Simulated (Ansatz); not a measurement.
Born–Oppenheimer molecular dynamics of a periodic cell of 16 atoms, MgO (host MgO, host structure Fm-3m). It starts from a structure without forces on its atoms.

Computed with DFT PBE, scalar-relativistic, plane waves, PAW in Ansatz 0.2.0. Settings: accuracy low, cutoff 420 eV, k mesh 2x2x2, fermi-dirac smearing 0.05 eV, no spin polarisation.

```yaml
ensemble: NVT, Nosé–Hoover chain
time_step: 1 fs
steps_asked: 140
set_temperature: 900 K
starting_velocities: zero
thermostat: time constant 100 fs, chain length 1
seed: 576737
```

Frames 1 fs apart, positions in Å.

Velocities at 70.0 fs (Å/ps):

```
Mg 0.00 0.00 0.00
O 0.00 0.00 0.00
Mg 0.00 0.00 0.00
O 0.00 0.00 0.00
Mg 0.00 0.00 0.00
O 0.00 0.00 0.00
Mg 0.00 0.00 0.00
O 0.00 0.00 0.00
Mg 0.00 0.00 0.00
O 0.00 0.00 0.00
Mg 0.00 0.00 0.00
O 0.00 0.00 0.00
Mg 0.00 0.00 0.00
O 0.00 0.00 0.00
Mg 0.00 0.00 0.00
O 0.00 0.00 0.00
```

```xyz
16
Lattice="0.0000 4.3100 4.3100 4.3100 0.0000 4.3100 4.3100 4.3100 0.0000" Properties=species:S:1:pos:R:3 time_fs=70.0 energy_less_start_eV=0.000 T=0
Mg 0.000 0.000 0.000
O 2.155 2.155 2.155
Mg 2.155 2.155 0.000
O 4.310 4.310 2.155
Mg 2.155 0.000 2.155
O 4.310 2.155 4.310
Mg 4.310 2.155 2.155
O 6.465 4.310 4.310
Mg 0.000 2.155 2.155
O 2.155 4.310 4.310
Mg 2.155 4.310 2.155
O 4.310 6.465 4.310
Mg 2.155 2.155 4.310
O 4.310 4.310 6.465
Mg 4.310 4.310 4.310
O 6.465 6.465 6.465
16
Lattice="0.0000 4.3100 4.3100 4.3100 0.0000 4.3100 4.3100 4.3100 0.0000" Properties=species:S:1:pos:R:3 time_fs=71.0 energy_less_start_eV=0.000 T=0
Mg 0.000 0.000 0.000
O 2.155 2.155 2.155
Mg 2.155 2.155 0.000
O 4.310 4.310 2.155
Mg 2.155 0.000 2.155
O 4.310 2.155 4.310
Mg 4.310 2.155 2.155
O 6.465 4.310 4.310
Mg 0.000 2.155 2.155
O 2.155 4.310 4.310
Mg 2.155 4.310 2.155
O 4.310 6.465 4.310
Mg 2.155 2.155 4.310
O 4.310 4.310 6.465
Mg 4.310 4.310 4.310
O 6.465 6.465 6.465
16
Lattice="0.0000 4.3100 4.3100 4.3100 0.0000 4.3100 4.3100 4.3100 0.0000" Properties=species:S:1:pos:R:3 time_fs=72.0 energy_less_start_eV=0.000 T=0
Mg 0.000 0.000 0.000
O 2.155 2.155 2.155
Mg 2.155 2.155 0.000
O 4.310 4.310 2.155
Mg 2.155 0.000 2.155
O 4.310 2.155 4.310
Mg 4.310 2.155 2.155
O 6.465 4.310 4.310
Mg 0.000 2.155 2.155
O 2.155 4.310 4.310
Mg 2.155 4.310 2.155
O 4.310 6.465 4.310
Mg 2.155 2.155 4.310
O 4.310 4.310 6.465
Mg 4.310 4.310 4.310
O 6.465 6.465 6.465
16
Lattice="0.0000 4.3100 4.3100 4.3100 0.0000 4.3100 4.3100 4.3100 0.0000" Properties=species:S:1:pos:R:3 time_fs=73.0 energy_less_start_eV=0.000 T=0
Mg 0.000 0.000 0.000
O 2.155 2.155 2.155
Mg 2.155 2.155 0.000
O 4.310 4.310 2.155
Mg 2.155 0.000 2.155
O 4.310 2.155 4.310
Mg 4.310 2.155 2.155
O 6.465 4.310 4.310
Mg 0.000 2.155 2.155
O 2.155 4.310 4.310
Mg 2.155 4.310 2.155
O 4.310 6.465 4.310
Mg 2.155 2.155 4.310
O 4.310 4.310 6.465
Mg 4.310 4.310 4.310
O 6.465 6.465 6.465
16
Lattice="0.0000 4.3100 4.3100 4.3100 0.0000 4.3100 4.3100 4.3100 0.0000" Properties=species:S:1:pos:R:3 time_fs=74.0 energy_less_start_eV=0.000 T=0
Mg 0.000 0.000 0.000
O 2.155 2.155 2.155
Mg 2.155 2.155 0.000
O 4.310 4.310 2.155
Mg 2.155 0.000 2.155
O 4.310 2.155 4.310
Mg 4.310 2.155 2.155
O 6.465 4.310 4.310
Mg 0.000 2.155 2.155
O 2.155 4.310 4.310
Mg 2.155 4.310 2.155
O 4.310 6.465 4.310
Mg 2.155 2.155 4.310
O 4.310 4.310 6.465
Mg 4.310 4.310 4.310
O 6.465 6.465 6.465
16
Lattice="0.0000 4.3100 4.3100 4.3100 0.0000 4.3100 4.3100 4.3100 0.0000" Properties=species:S:1:pos:R:3 time_fs=75.0 energy_less_start_eV=0.000 T=0
Mg 0.000 0.000 0.000
O 2.155 2.155 2.155
Mg 2.155 2.155 0.000
O 4.310 4.310 2.155
Mg 2.155 0.000 2.155
O 4.310 2.155 4.310
Mg 4.310 2.155 2.155
O 6.465 4.310 4.310
Mg 0.000 2.155 2.155
O 2.155 4.310 4.310
Mg 2.155 4.310 2.155
O 4.310 6.465 4.310
Mg 2.155 2.155 4.310
O 4.310 4.310 6.465
Mg 4.310 4.310 4.310
O 6.465 6.465 6.465
16
Lattice="0.0000 4.3100 4.3100 4.3100 0.0000 4.3100 4.3100 4.3100 0.0000" Properties=species:S:1:pos:R:3 time_fs=76.0 energy_less_start_eV=0.000 T=0
Mg 0.000 0.000 0.000
O 2.155 2.155 2.155
Mg 2.155 2.155 0.000
O 4.310 4.310 2.155
Mg 2.155 0.000 2.155
O 4.310 2.155 4.310
Mg 4.310 2.155 2.155
O 6.465 4.310 4.310
Mg 0.000 2.155 2.155
O 2.155 4.310 4.310
Mg 2.155 4.310 2.155
O 4.310 6.465 4.310
Mg 2.155 2.155 4.310
O 4.310 4.310 6.465
Mg 4.310 4.310 4.310
O 6.465 6.465 6.465
16
Lattice="0.0000 4.3100 4.3100 4.3100 0.0000 4.3100 4.3100 4.3100 0.0000" Properties=species:S:1:pos:R:3 time_fs=77.0 energy_less_start_eV=0.000 T=0
Mg 0.000 0.000 0.000
O 2.155 2.155 2.155
Mg 2.155 2.155 0.000
O 4.310 4.310 2.155
Mg 2.155 0.000 2.155
O 4.310 2.155 4.310
Mg 4.310 2.155 2.155
O 6.465 4.310 4.310
Mg 0.000 2.155 2.155
O 2.155 4.310 4.310
Mg 2.155 4.310 2.155
O 4.310 6.465 4.310
Mg 2.155 2.155 4.310
O 4.310 4.310 6.465
Mg 4.310 4.310 4.310
O 6.465 6.465 6.465
16
Lattice="0.0000 4.3100 4.3100 4.3100 0.0000 4.3100 4.3100 4.3100 0.0000" Properties=species:S:1:pos:R:3 time_fs=78.0 energy_less_start_eV=0.000 T=0
Mg 0.000 0.000 0.000
O 2.155 2.155 2.155
Mg 2.155 2.155 0.000
O 4.310 4.310 2.155
Mg 2.155 0.000 2.155
O 4.310 2.155 4.310
Mg 4.310 2.155 2.155
O 6.465 4.310 4.310
Mg 0.000 2.155 2.155
O 2.155 4.310 4.310
Mg 2.155 4.310 2.155
O 4.310 6.465 4.310
Mg 2.155 2.155 4.310
O 4.310 4.310 6.465
Mg 4.310 4.310 4.310
O 6.465 6.465 6.465
16
Lattice="0.0000 4.3100 4.3100 4.3100 0.0000 4.3100 4.3100 4.3100 0.0000" Properties=species:S:1:pos:R:3 time_fs=79.0 energy_less_start_eV=0.000 T=0
Mg 0.000 0.000 0.000
O 2.155 2.155 2.155
Mg 2.155 2.155 0.000
O 4.310 4.310 2.155
Mg 2.155 0.000 2.155
O 4.310 2.155 4.310
Mg 4.310 2.155 2.155
O 6.465 4.310 4.310
Mg 0.000 2.155 2.155
O 2.155 4.310 4.310
Mg 2.155 4.310 2.155
O 4.310 6.465 4.310
Mg 2.155 2.155 4.310
O 4.310 4.310 6.465
Mg 4.310 4.310 4.310
O 6.465 6.465 6.465
16
Lattice="0.0000 4.3100 4.3100 4.3100 0.0000 4.3100 4.3100 4.3100 0.0000" Properties=species:S:1:pos:R:3 time_fs=80.0 energy_less_start_eV=0.000 T=0
Mg 0.000 0.000 0.000
O 2.155 2.155 2.155
Mg 2.155 2.155 0.000
O 4.310 4.310 2.155
Mg 2.155 0.000 2.155
O 4.310 2.155 4.310
Mg 4.310 2.155 2.155
O 6.465 4.310 4.310
Mg 0.000 2.155 2.155
O 2.155 4.310 4.310
Mg 2.155 4.310 2.155
O 4.310 6.465 4.310
Mg 2.155 2.155 4.310
O 4.310 4.310 6.465
Mg 4.310 4.310 4.310
O 6.465 6.465 6.465
16
Lattice="0.0000 4.3100 4.3100 4.3100 0.0000 4.3100 4.3100 4.3100 0.0000" Properties=species:S:1:pos:R:3 time_fs=81.0 energy_less_start_eV=0.000 T=0
Mg 0.000 0.000 0.000
O 2.155 2.155 2.155
Mg 2.155 2.155 0.000
O 4.310 4.310 2.155
Mg 2.155 0.000 2.155
O 4.310 2.155 4.310
Mg 4.310 2.155 2.155
O 6.465 4.310 4.310
Mg 0.000 2.155 2.155
O 2.155 4.310 4.310
Mg 2.155 4.310 2.155
O 4.310 6.465 4.310
Mg 2.155 2.155 4.310
O 4.310 4.310 6.465
Mg 4.310 4.310 4.310
O 6.465 6.465 6.465
```

Of the whole run (140 fs, mean temperature of the second half 0 K): The conserved energy stayed within 0 meV per atom of its start (net change 0 meV per atom), so the integration is sound. The mean temperature of the second half is 100 % below the set value. A run of 0.14 ps of so small a system gives no equilibrium averages. Limits of this set-up: coarse k mesh, low accuracy level.

Time of the run: 4.6 min on 1 CPU thread of a shared host.
